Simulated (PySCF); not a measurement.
# TaO(OH)3: other functionals and bases at one geometry

One table from this session's results is given with a row withheld; the runs are named, their logs left out.

Program: PySCF 2.14.0. Level of theory: several levels, as the steps say, no spin–orbit coupling. These are calculated values, not measurements.

2 further runs of the same task are left out: 2 for a known fault of the program.

### The starting structure

8 atoms, charge 0, spin multiplicity 1.

Bond lengths: Ta1–O2 1.744 Å, Ta1–O3 1.926 Å, Ta1–O5 1.927 Å, Ta1–O7 1.926 Å, O3–H4 0.972 Å, O5–H6 0.971 Å, O7–H8 0.972 Å. Angles: O2–Ta1–O3 108.0°, O2–Ta1–O5 109.1°, O2–Ta1–O7 108.0°, O3–Ta1–O5 110.8°, O3–Ta1–O7 110.1°, O5–Ta1–O7 110.8°, Ta1–O3–H4 129.4°, Ta1–O5–H6 130.7°, Ta1–O7–H8 129.4°.

Geometry (Å):

| atom | x (Å) | y (Å) | z (Å) |
| --- | --- | --- | --- |
| Ta1 | -0.3400 | 0.0000 | 0.1743 |
| O2 | 0.5561 | 0.0000 | 1.6702 |
| O3 | 0.1506 | 1.5789 | -0.8137 |
| H4 | 0.8015 | 2.2665 | -0.5952 |
| O5 | -2.2261 | 0.0000 | 0.5693 |
| H6 | -2.6950 | 0.0000 | 1.4199 |
| O7 | 0.1506 | -1.5789 | -0.8137 |
| H8 | 0.8015 | -2.2665 | -0.5952 |

Formal oxidation states: Ta +5. An earlier session relaxed this geometry at PBE, Ta def2-SVP with ECP60, O def2-SVP, H def2-SVP (singlet, point group Cs).

At PBE on the finer grid: E = -359.458544 Eh, HOMO -7.44 eV, LUMO -1.03 eV, Mulliken charge on Ta1 +0.85 e, largest force component 0.024 eV/Å. 

Levels to run: TPSSh; wB97X; B3LYP; M06-L; PBE, x2c-SVP. Hardware: 2 threads of Intel Xeon Platinum 8259CL at 2.50GHz (Skylake/Cascade Lake), shared host.

Set-up of the first run:

Input file run.py (the lines that set the calculation):

```python
mol = gto.M(atom='''
Ta    -0.34000     0.00000     0.17427
O      0.55613     0.00000     1.67019
O      0.15057     1.57886    -0.81367
H      0.80146     2.26648    -0.59520
O     -2.22610     0.00000     0.56926
H     -2.69500     0.00000     1.41988
O      0.15057    -1.57886    -0.81367
H      0.80146    -2.26648    -0.59520''',
    basis={'Ta': 'def2-SVP', 'O': 'def2-SVP', 'H': 'def2-SVP'},
    ecp={'Ta': 'def2-SVP'},
    charge=0, spin=0)
mf = dft.RKS(mol, xc='TPSSH')
mf.grids.atom_grid = (75, 302)
mf = mf.density_fit()  # fitting sets: Ta def2-universal-JKFIT, O def2-universal-JKFIT, H def2-universal-JKFIT
mf.conv_tol = 1e-08; mf.max_cycle = 55
mf.kernel(dm0)  # dm0: the density of the relaxed state
```

On the command line:

```console
> OMP_NUM_THREADS=2 python run.py
```

Among the steps run: TPSSh; wB97X; B3LYP; M06-L; PBE, x2c-SVP.

One table of the session follows, with a row left open; its other results are not shown here.

| level | HOMO (eV) | gap (eV) | charge on Ta1 (e) | dipole (D) | largest force component (eV/Å) |
| --- | --- | --- | --- | --- | --- |
| PBE (relaxed here) | -7.44 | 6.40 | 0.85 | 0.12 | 0.02 |
| TPSSh | -8.24 | 7.62 | 1.07 | 0.09 | 0.32 |
| wB97X | ? | ? | ? | ? | ? |
| B3LYP | -8.86 | 8.36 | 1.03 | 0.09 | 0.40 |
| M06-L | -7.80 | 6.94 | 1.28 | 0.16 | 0.49 |
| PBE, x2c-SVP | -7.55 | 6.21 | 0.80 | 0.15 | 0.73 |

Q: Estimate the row for wB97X from the others.

**Answer.** HOMO (eV): -11.65; gap (eV): 13.36; charge on Ta1 (e): 1.10; dipole (D): 0.07; largest force component (eV/Å): 1.14. In the column «HOMO (eV)» it is the lowest.

In one basis the HOMO–LUMO gap runs from 6.40 eV (PBE) to 13.36 eV (wB97X). The largest leftover force, 1.14 eV/Å with wB97X, stands at a geometry relaxed at another level. Total energies of different levels can't be compared.
